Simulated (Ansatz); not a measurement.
**C₆H₁₄Cl₂O₂Sn: one species, many methods**

One table from this session's results is given with a row withheld; the runs are named, their logs left out.

Program: Ansatz 0.2.0, Gaussian basis. Level of theory: functionals in def2-TZVPP, the program's frozen cores in correlated methods. These are calculated values, not measurements.

The runs, in order: LDA (SPW92), PBE-D4, revPBE-D4, BLYP-D4, r2SCAN-D4, B97M-V, PBE0-D4, B3LYP-D4, r2SCANh-D4, r2SCAN0-D4, HSE06-D4, BHLYP-D4, CAM-B3LYP-D4, LC-ωPBE, ωB97X-V, ωB97M-V, B2PLYP, PBE-QIDH; CCSD(T)/def2-SVP; CCSD(T)/def2-TZVPP; MP2/def2-QZVPP; extrapolation to the limit; RPA on PBE.

### Structure used throughout

All runs share one geometry, relaxed beforehand with PBE0-D4 in a triple-zeta def2 set. Sn takes the def2 core potential; no spin-orbit term is included.

SMILES `CC(C)[O][Sn]([Cl])([Cl])[O]C(C)C`, 25 atoms, charge 0, spin multiplicity 1.

Atoms are counted from 1 here; the program's logs count them from 0.

Bond lengths: C1–C2 1.513 Å, C1–H12 1.093 Å, C1–H13 1.091 Å, C1–H14 1.093 Å, C2–C3 1.515 Å, C2–O4 1.429 Å, C2–H15 1.098 Å, C3–H16 1.093 Å, C3–H17 1.093 Å, C3–H18 1.093 Å, O4–Sn5 1.936 Å, Sn5–Cl6 2.313 Å, Sn5–Cl7 2.290 Å, Sn5–O8 1.930 Å, O8–C9 1.432 Å, C9–C10 1.512 Å, C9–C11 1.515 Å, C9–H19 1.101 Å and more. Angles: C2–C1–H12 110.5°, C2–C1–H13 110.6°, C2–C1–H14 110.1°, H12–C1–H13 108.6°, H12–C1–H14 108.6°, H13–C1–H14 108.4°, C1–C2–C3 112.5°, C1–C2–O4 106.8°, C1–C2–H15 108.7°, C3–C2–O4 110.1°, C3–C2–H15 108.7°, O4–C2–H15 109.9°, C2–C3–H16 111.1°, C2–C3–H17 110.2°, C2–C3–H18 110.7°, H16–C3–H17 108.6°, H16–C3–H18 107.7°, H17–C3–H18 108.5° and more.

As a file:

```mol
C6H14Cl2O2Sn
  3D, bonds by distance, orders not assigned

 25 24  0  0  0  0  0  0  0  0999 V2000
   -2.3108   -0.6623   -2.6933 C   0  0
   -1.9134    0.0511   -1.4195 C   0  0
   -2.2335   -0.7566   -0.1787 C   0  0
   -0.5064    0.2888   -1.5014 O   0  0
    0.3713    1.7647   -0.6080 Sn  0  0
   -1.1745    2.8468    0.7301 Cl  0  0
    1.2277    3.2212   -2.1532 Cl  0  0
    1.8647    1.1692    0.4596 O   0  0
    1.6745    0.1761    1.4735 C   0  0
    2.7284    0.4245    2.5296 C   0  0
    1.7683   -1.2104    0.8709 C   0  0
   -3.3851   -0.8613   -2.7015 H   0  0
   -2.0617   -0.0563   -3.5656 H   0  0
   -1.7802   -1.6143   -2.7722 H   0  0
   -2.4524    1.0068   -1.3674 H   0  0
   -1.9467   -0.2160    0.7271 H   0  0
   -1.6982   -1.7092   -0.2007 H   0  0
   -3.3047   -0.9630   -0.1171 H   0  0
    0.6839    0.3005    1.9375 H   0  0
    2.6355   -0.3002    3.3419 H   0  0
    2.6279    1.4287    2.9438 H   0  0
    3.7246    0.3298    2.0911 H   0  0
    1.0117   -1.3536    0.0962 H   0  0
    1.6229   -1.9747    1.6384 H   0  0
    2.7530   -1.3545    0.4198 H   0  0
  1  2  8  0
  2  3  8  0
  2  4  8  0
  4  5  8  0
  5  6  8  0
  5  7  8  0
  5  8  8  0
  8  9  8  0
  9 10  8  0
  9 11  8  0
  1 12  8  0
  1 13  8  0
  1 14  8  0
  2 15  8  0
  3 16  8  0
  3 17  8  0
  3 18  8  0
  9 19  8  0
 10 20  8  0
 10 21  8  0
 10 22  8  0
 11 23  8  0
 11 24  8  0
 11 25  8  0
M  END
```

Set-up of the first run:

in.yaml reads:

```yaml
crystal:
  periodic: [false, false, false]
  atoms:
    - {symbol: C, position_ang: [-2.310770, -0.662328, -2.693340]}
    - {symbol: C, position_ang: [-1.913398, 0.051091, -1.419521]}
    - {symbol: C, position_ang: [-2.233490, -0.756642, -0.178689]}
    - {symbol: O, position_ang: [-0.506388, 0.288843, -1.501400]}
    - {symbol: Sn, position_ang: [0.371345, 1.764682, -0.608048]}
    - {symbol: Cl, position_ang: [-1.174452, 2.846827, 0.730061]}
    - {symbol: Cl, position_ang: [1.227750, 3.221220, -2.153230]}
    - {symbol: O, position_ang: [1.864724, 1.169162, 0.459589]}
    - {symbol: C, position_ang: [1.674486, 0.176075, 1.473534]}
    - {symbol: C, position_ang: [2.728371, 0.424523, 2.529589]}
    - {symbol: C, position_ang: [1.768308, -1.210413, 0.870895]}
    - {symbol: H, position_ang: [-3.385066, -0.861309, -2.701513]}
    - {symbol: H, position_ang: [-2.061662, -0.056253, -3.565580]}
    - {symbol: H, position_ang: [-1.780244, -1.614270, -2.772213]}
    - {symbol: H, position_ang: [-2.452392, 1.006831, -1.367403]}
    - {symbol: H, position_ang: [-1.946731, -0.215963, 0.727079]}
    - {symbol: H, position_ang: [-1.698230, -1.709175, -0.200747]}
    - {symbol: H, position_ang: [-3.304745, -0.962968, -0.117095]}
    - {symbol: H, position_ang: [0.683858, 0.300530, 1.937526]}
    - {symbol: H, position_ang: [2.635525, -0.300227, 3.341929]}
    - {symbol: H, position_ang: [2.627891, 1.428743, 2.943799]}
    - {symbol: H, position_ang: [3.724612, 0.329815, 2.091056]}
    - {symbol: H, position_ang: [1.011687, -1.353556, 0.096199]}
    - {symbol: H, position_ang: [1.622918, -1.974703, 1.638437]}
    - {symbol: H, position_ang: [2.752993, -1.354536, 0.419787]}
basis:
  gaussian: {orbitals: def2-TZVPP}
hamiltonian: {xc: lda}
output: {orbitals: {seedname: orbitals}}
```

Launch:

```bash
$ ansatz run in.yaml --threads 11 --pin off --events-out ev --progress --plain --max-ram 174080MiB --backend cuda --devices 0, --max-vram 75GiB
```

Among the steps run: LDA; PBE-D4 (GGA); revPBE-D4 (GGA); BLYP-D4 (GGA); r2SCAN-D4 (meta-GGA); B97M-V (meta-GGA); B3LYP-D4 (hybrid); r2SCANh-D4 (hybrid); r2SCAN0-D4 (hybrid); HSE06-D4 (hybrid); BHLYP-D4 (hybrid); CAM-B3LYP-D4 (range-separated); LC-ωPBE (range-separated); ωB97X-V (range-separated); ωB97M-V (range-separated); B2PLYP (double hybrid); PBE-QIDH (double hybrid).

One of the session's tables, all rows but one given; the rest of the session is left out.

It belongs to the step «Orbital energies across the functionals». 

| functional | HOMO (eV) | LUMO (eV) | gap (eV) |
| --- | --- | --- | --- |
| LDA (SPW92) | ? | ? | ? |
| PBE-D4 | -6.69 | -3.07 | 3.62 |
| revPBE-D4 | -6.62 | -2.95 | 3.67 |
| BLYP-D4 | -6.59 | -3.00 | 3.59 |
| r2SCAN-D4 | -7.03 | -2.87 | 4.15 |
| B97M-V | -7.18 | -2.83 | 4.35 |
| PBE0-D4 | -8.24 | -2.14 | 6.10 |
| B3LYP-D4 | -7.99 | -2.44 | 5.56 |
| r2SCANh-D4 | -7.61 | -2.54 | 5.07 |
| r2SCAN0-D4 | -8.48 | -2.02 | 6.46 |
| HSE06-D4 | -7.84 | -2.51 | 5.33 |
| BHLYP-D4 | -9.72 | -1.11 | 8.61 |
| CAM-B3LYP-D4 | -9.68 | -1.12 | 8.56 |
| LC-ωPBE | -11.01 | 0.16 | 11.17 |
| ωB97X-V | -10.69 | 0.02 | 10.70 |
| ωB97M-V | -10.61 | -0.11 | 10.50 |

**Question.** Estimate the row for LDA (SPW92).

As computed: HOMO (eV): -6.88; LUMO (eV): -3.40; gap (eV): 3.48. In the column «HOMO (eV)» it lies between r2SCAN-D4 (-7.03) and PBE-D4 (-6.69).
